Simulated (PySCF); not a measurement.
# OsOH₂: singlet, from a trigonal planar start

Where does singlet OsOH₂ go from a trigonal planar start, is the end point a minimum, and what are its modes, charges and moments?

Program: PySCF 2.14.0. Level of theory: PBE0, basis Os def2-TZVP with ECP60, O def2-TZVP, H def2-TZVP, scalar-relativistic core potentials, no spin–orbit coupling, density fitting. These are calculated values, not measurements.

### 1 The starting structure

4 atoms, charge 0, spin multiplicity 1.

Bond lengths: Os1–O2 1.730 Å, Os1–H3 1.610 Å, Os1–H4 1.610 Å. Angles: O2–Os1–H3 120.0°, O2–Os1–H4 120.0°, H3–Os1–H4 120.0°.

Coordinates in bohr (charge 0 multiplicity 1):
```
Os    0.1172    0.2030    0.0000
O    -1.5174   -2.6282    0.0000
H     3.1597    0.2030    0.0000
H    -1.4040    2.8379    0.0000
```

### 2 Relaxing the singlet from the trigonal planar start

One driver script runs all steps and calls PySCF; scf.py shows how it sets up the SCF of each step. The optimiser is the driver's own. Before each start the driver seeks the lowest SCF state from one or more starting densities and follows internal instabilities, so scf.py alone need not reach the same state.

The program finds C2v symmetry in the start, which this walk keeps.

Contents of scf.py:

```python
from pyscf import gto, scf, dft
mol = gto.M(atom='''
Os     0.062027     0.107436     0.000000
O     -0.802951    -1.390776    -0.000000
H      1.672027     0.107448     0.000000
H     -0.742983     1.501731     0.000000''',
    basis={'Os': 'def2-TZVP', 'O': 'def2-TZVP', 'H': 'def2-TZVP'},
    ecp={'Os': 'def2-TZVP'},
    charge=0, spin=0)
mf = dft.RKS(mol, xc='PBE0')
mf.grids.atom_grid = (50, 194)
aux = {'Os': 'def2-universal-JKFIT', 'O': 'def2-universal-JKFIT', 'H': 'def2-universal-JKFIT'}
mf = mf.density_fit(auxbasis=aux)
mf.kernel()
```

Energy and gradient, step by step:

```tsv
step	energy (Eh)	change (kJ/mol)	largest symmetric gradient (Eh/bohr)
0	-166.974426	0.00	0.09376
1	-166.983332	-23.38	0.07210
2	-166.987121	-33.33	0.01690
3	-166.987529	-34.40	0.00343
4	-166.987579	-34.53	0.00125
5	-166.987581	-34.54	0.00043
6	-166.987581	-34.54	0.00004
```

The walk ran for 5.7 s (4 threads, shared host).

Geometry (Å) and forces (eV/Å) at some steps:

```
step 0
Os   0.062   0.107   0.000  -2.674  -4.627   0.000
O   -0.803  -1.391   0.000   2.785   4.821   0.000
H    1.672   0.107   0.000   0.204  -0.246   0.000
H   -0.743   1.502   0.000  -0.315   0.053   0.000
step 1
Os   0.044   0.077   0.000   2.142   3.707   0.000
O   -0.742  -1.286   0.000  -2.023  -3.501   0.000
H    1.663   0.063   0.000   0.254  -0.284   0.000
H   -0.777   1.472   0.000  -0.373   0.078   0.000
step 3
Os   0.062   0.107   0.000  -0.053  -0.094   0.000
O   -0.751  -1.300   0.000   0.101   0.177   0.000
H    1.687   0.039   0.000   0.010  -0.061   0.000
H   -0.810   1.481   0.000  -0.058  -0.023   0.000
step 6
Os   0.065   0.113   0.000   0.001   0.000   0.000
O   -0.746  -1.292   0.000   0.000   0.002   0.000
H    1.691   0.027   0.000  -0.002   0.000   0.000
H   -0.822   1.478   0.000   0.001  -0.002   0.000
```

After 6 steps and 34.5 kJ/mol it ends at C2v: Os–H 1.628 Å (×2), Os–O 1.622 Å; H–Os–H 126.1°, H–Os–O 117.0° (×2).

### 3 Hessian and properties

On the finer grid the gradient is checked again; gradients at displacements of ±0.01 bohr then give force constants and infrared intensities.

Changes to scf.py since step 2:

```diff
@@ -3,4 +3,4 @@
-Os     0.062027     0.107436     0.000000
-O     -0.802951    -1.390776    -0.000000
-H      1.672027     0.107448     0.000000
-H     -0.742983     1.501731     0.000000''',
+Os     0.058232     0.100863    -0.000000
+O     -0.752713    -1.303760     0.000000
+H      1.683875     0.014553     0.000000
+H     -0.829356     1.465542    -0.000000''',
@@ -11 +11 @@
-mf.grids.atom_grid = (50, 194)
+mf.grids.atom_grid = (75, 302)
```

The driver hands on the density of the step before, so the log starts near convergence.

Log of the central SCF (cycles and frontier levels):

```text
init E= -166.98751381058
  HOMO = -0.255885646398514  LUMO = -0.135333091691741  gap/eV = 3.28040
cycle= 1 E= -166.987513810454  delta_E= 1.27e-10  |g|= 2.93e-05  |ddm|= 3.35e-05
  HOMO = -0.255894621417397  LUMO = -0.135340529687863  gap/eV = 3.28044
cycle= 2 E= -166.987513809397  delta_E= 1.06e-09  |g|= 8.11e-05  |ddm|= 6.99e-05
  HOMO = -0.25588942134334  LUMO = -0.135337006997965  gap/eV = 3.28040
cycle= 3 E= -166.987513810568  delta_E= -1.17e-09  |g|= 1.64e-05  |ddm|= 4.81e-05
  HOMO = -0.255888605830918  LUMO = -0.135335796613244  gap/eV = 3.28041
cycle= 4 E= -166.98751381062  delta_E= -5.22e-11  |g|= 8.51e-08  |ddm|= 9.62e-06
  HOMO = -0.255888610618477  LUMO = -0.135335801285589  gap/eV = 3.28041
Extra cycle  E= -166.987513810622  delta_E= -1.76e-12  |g|= 1.04e-07  |ddm|= 1.82e-07
converged SCF energy = -166.987513810622
```

The whole step took 14 s.

Geometry: C2v; Os–H 1.628 Å (×2), Os–O 1.622 Å; H–Os–H 126.1°, H–Os–O 117.0° (×2).

Harmonic modes (main isotopes):

| symmetry | ω (cm⁻¹) | IR (km/mol) | μ (u) | type |
| --- | --- | --- | --- | --- |
| b1 | 380 | 53.8 | 1.05 | bend |
| b2 | 602 | 0.2 | 1.15 | bend |
| a1 | 960 | 3.3 | 1.06 | bend |
| a1 | 1153 | 145 | 10.02 | mixed |
| b2 | 2149 | 48.8 | 1.02 | stretch |
| a1 | 2166 | 45.3 | 1.01 | stretch |

Every mode is real; the point is a minimum.

Properties at this point:

| Item | Value |
| --- | --- |
| Dipole moment | 1.21 D |
| Highest occupied level | -6.96 eV |
| Lowest empty level | -3.68 eV |
| Rotational constants | 3.972, 0.418, 0.3782 cm⁻¹ |
| Zero-point energy | 44.3 kJ/mol |
| Principal polarisabilities | 42.1, 45.0, 48.0 bohr³ |
| Atomisation energy without zero-point energy | 1101 kJ/mol |
| Principal traceless quadrupole moments about the centre of mass | -1.28, -0.30, 1.58 D Å |
| Entropy at 298.15 K and 1 bar | 262.4 J/(mol K) |
| Heat capacity Cp at 298.15 K | 46.7 J/(mol K) |
| Enthalpy at 298.15 K above 0 K | 11.37 kJ/mol |
| Rotational symmetry number | 2 |

Populations by atom (charges in e):

| atom | Mulliken | Löwdin | polar tensor | Mayer order to Os1 |
| --- | --- | --- | --- | --- |
| Os1 | 0.50 | 0.41 | 0.92 | – |
| O2 | -0.33 | -0.18 | -0.61 | 2.20 |
| H3,4 | -0.08 | -0.11 | -0.15 | 0.95 |

Outer orbital energies (eV). occupied: -28.04, -13.45, -13.25, -12.58, -11.59, -9.51, -7.49, -6.96; empty: -3.68, -2.70, -1.79, 0.28.

Mulliken populations on Os1 (outside its core potential): s 3.07, p 6.25, d 6.13, f 0.05.

### 4 Stability of the closed shell

At the lowest minimum the closed shell is tested against spin polarisation, on the (50, 194) grid. It is unstable: an open-shell solution lies lower. That solution was not followed to a minimum here.

### 5 What came out

```
                            quantity                                                               value
                             minimum     singlet, C2v (closed shell, unstable towards spin polarisation)
                            geometry  Os–H 1.628 Å (×2), Os–O 1.622 Å; H–Os–H 126.1°, H–Os–O 117.0° (×2)
                  wavenumbers (cm⁻¹)       380 (b1), 602 (b2), 960 (a1), 1153 (a1), 2149 (b2), 2166 (a1)
                       dipole moment                                                              1.21 D
highest occupied, lowest empty level                                                     -6.96, -3.68 eV
          polar-tensor charge of Os1                                                             +0.92 e
                   zero-point energy                                                         44.3 kJ/mol
```

What this shows: The trigonal planar start keeps its C2v symmetry and ends in a minimum. In the infrared the band at 1153 cm⁻¹ (a1, mixed) leads. Only this shape and spin were tried, so other structures or states may lie lower. A stability analysis at the minimum finds the closed shell unstable towards spin polarisation: an open-shell solution lies lower, and these values are not those of the lowest state. Spin–orbit coupling, left out here, can matter for elements this heavy.

The search up to here took 23 s.
